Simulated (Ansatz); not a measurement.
**ZnGaAs2 (element-swapped structure): how the settings move a relaxation**

Aim: see which settings change the result for ZnGaAs2 (element-swapped structure), by how much, and at what cost.

Program: Ansatz 0.2.0. Level of theory: reference: DFT r2SCAN, plane waves, PAW, scalar-relativistic, no spin polarisation. These are calculated values, not measurements.

1 further run of the same task is left out (set aside as unsound or not needed).

### 1 The starting structure

It takes space group I-42d (No. 122, tetragonal). The conventional cell has a = 5.630 Å, b = 5.630 Å, c = 11.260 Å, α = 90.00°, β = 90.00°, γ = 90.00°. Around Ga (site symmetry -4) lie 4 As at 2.48 Å. Around As (site symmetry 2) lie 2 Zn at 2.40 Å and 2 Ga at 2.48 Å. Zn (site symmetry -4) is surrounded by 4 As at 2.40 Å.

As a file:

```
Ga As Zn
1.0
     0.00000    5.63003    0.00000
     5.63003    0.00000    0.00000
     2.81502    2.81502   -5.63003
Ga As Zn
2 4 2
Cartesian
  2.8150 2.8150 0.0000
  5.6300 2.8150 -2.8150
  4.1493 4.2225 -4.2225
  1.4075 4.2957 -1.4075
  7.1107 7.0375 -4.2225
  4.2225 1.3343 -1.4075
  0.0000 0.0000 0.0000
  2.8150 5.6300 -2.8150
```

### 2 The reference run

Contents of input.yaml:

```yaml
crystal:
  lattice:
    - [0.0, 5.630034, 0.0]
    - [5.630034, 0.0, 0.0]
    - [2.815017, 2.815017, -5.630034]
  atoms:
    - { symbol: Ga, position: [0.5, 0.5, 0.0] }
    - { symbol: Ga, position: [0.25, 0.75, 0.5] }
    - { symbol: As, position: [0.375, 0.362, 0.75] }
    - { symbol: As, position: [0.638, 0.125, 0.25] }
    - { symbol: As, position: [0.875, 0.888, 0.75] }
    - { symbol: As, position: [0.112, 0.625, 0.25] }
    - { symbol: Zn, position: [0.0, 0.0, 0.0] }
    - { symbol: Zn, position: [0.75, 0.25, 0.5] }
  symmetry: { tolerance: 0.0003 }
kpoints:
  mp_grid: { grid: [4, 4, 4], shift: [0, 0, 0] }
magnetization:
  spin_polarized: false
scf:
  occupations: { method: fermi_dirac }
hamiltonian:
  pseudopotentials: { kind: paw }
  xc: r2scan
basis:
  ecutwfc: 500
output:
  forces: true
  stress: true
  eigenvalues: true
  write_density: true
  write_potential: true
  elf: true
  volumetric_format: npy
relax:
  max_steps: 40
  cell: {}
```

Launch:

```bash
> ansatz run input.yaml --threads 1 --pin off --max-ram 2560MiB --backend cpu --events-out ev --progress --plain --runs-dir out
```

### 3 The same system, input altered

input.yaml, as its differences from that of step 2:

```diff
@@ -16,3 +16,3 @@
 kpoints:
-  mp_grid: { grid: [4, 4, 4], shift: [0, 0, 0] }
+  mp_grid: { grid: [3, 3, 3], shift: [0, 0, 0] }
 magnetization:
@@ -22,3 +22,3 @@
 hamiltonian:
-  pseudopotentials: { kind: paw }
+  pseudopotentials: { kind: nc, accuracy: standard }
   xc: r2scan
@@ -30,6 +30,2 @@
   eigenvalues: true
-  write_density: true
-  write_potential: true
-  elf: true
-  volumetric_format: npy
 relax:
```

### 5 Variant: xc lda, f_tol 0.05, max_displacement 0.3

input.yaml, as its differences from that of step 2:

```diff
@@ -23,3 +23,3 @@
   pseudopotentials: { kind: paw }
-  xc: r2scan
+  xc: lda
 basis:
@@ -30,6 +30,2 @@
   eigenvalues: true
-  write_density: true
-  write_potential: true
-  elf: true
-  volumetric_format: npy
 relax:
@@ -37 +33,3 @@
   cell: {}
+  f_tol: 0.05
+  max_displacement: 0.3
```

### 6 A run with other settings

input.yaml, as its differences from that of step 2:

```diff
@@ -16,3 +16,3 @@
 kpoints:
-  mp_grid: { grid: [4, 4, 4], shift: [0, 0, 0] }
+  mp_grid: { grid: [4, 3, 5], shift: [0, 0, 0] }
 magnetization:
@@ -21,2 +21,3 @@
   occupations: { method: fermi_dirac }
+  max_iter: 75
 hamiltonian:
@@ -30,6 +31,2 @@
   eigenvalues: true
-  write_density: true
-  write_potential: true
-  elf: true
-  volumetric_format: npy
 relax:
```

(Steps that only read results are left out.)

What does the calculation give? Wanted: for each run, ending; energy change; pressure; gap; force.

The runs gave:

| run | ending | energy change | pressure (GPa) | gap (eV) | force (eV/Å) | cycles | time |
| --- | --- | --- | --- | --- | --- | --- | --- |
| reference | converged | 0 | 0.0 | 0.00 | 0.00 | 30 | 2.6 min |
| 1: mp_grid.grid [3, 3, 3], pseudopotentials.kind nc, pseudopotentials.accuracy standard | not converged | - | - | - | - | 204 | 11 min |
| 2: xc lda, f_tol 0.05, max_displacement 0.3 | converged | not comparable | 0.0 | 0.00 | 0.00 | 33 | 89 s |
| 3: mp_grid.grid [4, 3, 5] | converged | +0.7 meV/atom | 0.0 | 0.00 | 0.00 | 44 | 8 min |

Times don't compare one to one where runs were asked for different outputs or read a saved state (see the inputs); cycles may leave out searches for a lower state.

**Reading.** «mp_grid.grid [4, 3, 5]» moves the energy by +0.7 meV/atom. Semilocal functionals close small gaps, so the missing gap need not be the real solid's. Of the variants the dearest is «mp_grid.grid [4, 3, 5]» (8 min), the cheapest «xc lda, f_tol 0.05, max_displacement 0.3» (89 s), on a shared host. 1 of the 3 altered inputs did not end normally.
